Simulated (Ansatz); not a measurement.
# Si3BCl9: small, medium and large basis sets

How large a basis does Si3BCl9 need? Two functionals are run in growing sets.

The runs use Ansatz 0.2.0, Gaussian basis; one geometry, several basis sets.

Levels to be run: PBE0-D4/def2-SVP; ωB97M-V/def2-SVP; PBE0-D4/def2-QZVPP; ωB97M-V/def2-QZVPP; the functionals' def2-TZVPP values are taken from earlier runs.

## Step 1: The relaxed structure

An earlier PBE0-D4 in a triple-zeta def2 set relaxation fixed the geometry.

SMILES `Cl[Si](Cl)(Cl)B([Si](Cl)(Cl)Cl)[Si](Cl)(Cl)Cl`, 13 atoms, charge 0, spin multiplicity 1.

Atoms are counted from 1 here; the program's logs count them from 0.

Bond lengths: Cl1–Si2 2.038 Å, Si2–Cl3 2.038 Å, Si2–Cl4 2.032 Å, Si2–B5 1.995 Å, B5–Si6 1.995 Å, B5–Si10 1.995 Å, Si6–Cl7 2.039 Å, Si6–Cl8 2.038 Å, Si6–Cl9 2.032 Å, Si10–Cl11 2.032 Å, Si10–Cl12 2.038 Å, Si10–Cl13 2.038 Å. Angles: Cl1–Si2–Cl3 111.1°, Cl1–Si2–Cl4 108.1°, Cl1–Si2–B5 106.4°, Cl3–Si2–Cl4 108.1°, Cl3–Si2–B5 106.8°, Cl4–Si2–B5 116.3°, Si2–B5–Si6 120.0°, Si2–B5–Si10 120.0°, Si6–B5–Si10 120.0°, B5–Si6–Cl7 106.3°, B5–Si6–Cl8 106.9°, B5–Si6–Cl9 116.3°, Cl7–Si6–Cl8 111.1°, Cl7–Si6–Cl9 108.1°, Cl8–Si6–Cl9 108.0°, B5–Si10–Cl11 116.4°, B5–Si10–Cl12 106.6°, B5–Si10–Cl13 106.6° and more.

## Step 2: PBE0-D4 in def2-SVP

in.yaml reads:

```yaml
crystal:
  periodic: [false, false, false]
  atoms:
    - {symbol: Cl, position_ang: [-3.097358, -0.859587, 0.325644]}
    - {symbol: Si, position_ang: [-1.530600, -0.824409, -0.977910]}
    - {symbol: Cl, position_ang: [-0.958897, -2.713047, -1.487404]}
    - {symbol: Cl, position_ang: [-2.136463, 0.128737, -2.667625]}
    - {symbol: B, position_ang: [0.000080, -0.001601, 0.002435]}
    - {symbol: Si, position_ang: [0.690903, -0.852851, 1.669489]}
    - {symbol: Cl, position_ang: [2.644101, -1.313191, 1.310633]}
    - {symbol: Cl, position_ang: [0.525520, 0.531924, 3.155448]}
    - {symbol: Cl, position_ang: [-0.256274, -2.545121, 2.277533]}
    - {symbol: Si, position_ang: [0.843412, 1.670040, -0.687157]}
    - {symbol: Cl, position_ang: [2.392873, 2.412999, 0.398146]}
    - {symbol: Cl, position_ang: [1.527963, 1.248621, -2.560147]}
    - {symbol: Cl, position_ang: [-0.624760, 3.082685, -0.744084]}
basis:
  gaussian: {orbitals: def2-SVP}
hamiltonian: {xc: pbe0, dispersion: d4}
output: {orbitals: {seedname: orbitals}}
```

The run is started by

```sh
$ ansatz run in.yaml --threads 4 --pin off --events-out ev --progress --plain --max-ram 63488MiB --backend cpu
```

The runs that follow: ωB97M-V in def2-SVP; PBE0-D4 in def2-QZVPP; ωB97M-V in def2-QZVPP.

**Question.** What will the summary of the whole plan be? Wanted: PBE0-D4: double and triple zeta above quadruple; ωB97M-V: double and triple zeta above quadruple.

**Answer**, as computed:

| quantity | value |
| --- | --- |
| PBE0-D4: double and triple zeta above quadruple | 52.20, 4.07 eV |
| ωB97M-V: double and triple zeta above quadruple | 51.42, 3.85 eV |

PBE0-D4 gains 48.12 eV from double to triple zeta, then 4.07 eV more. Total energies overstate the basis error of differences, where much of it tends to cancel.
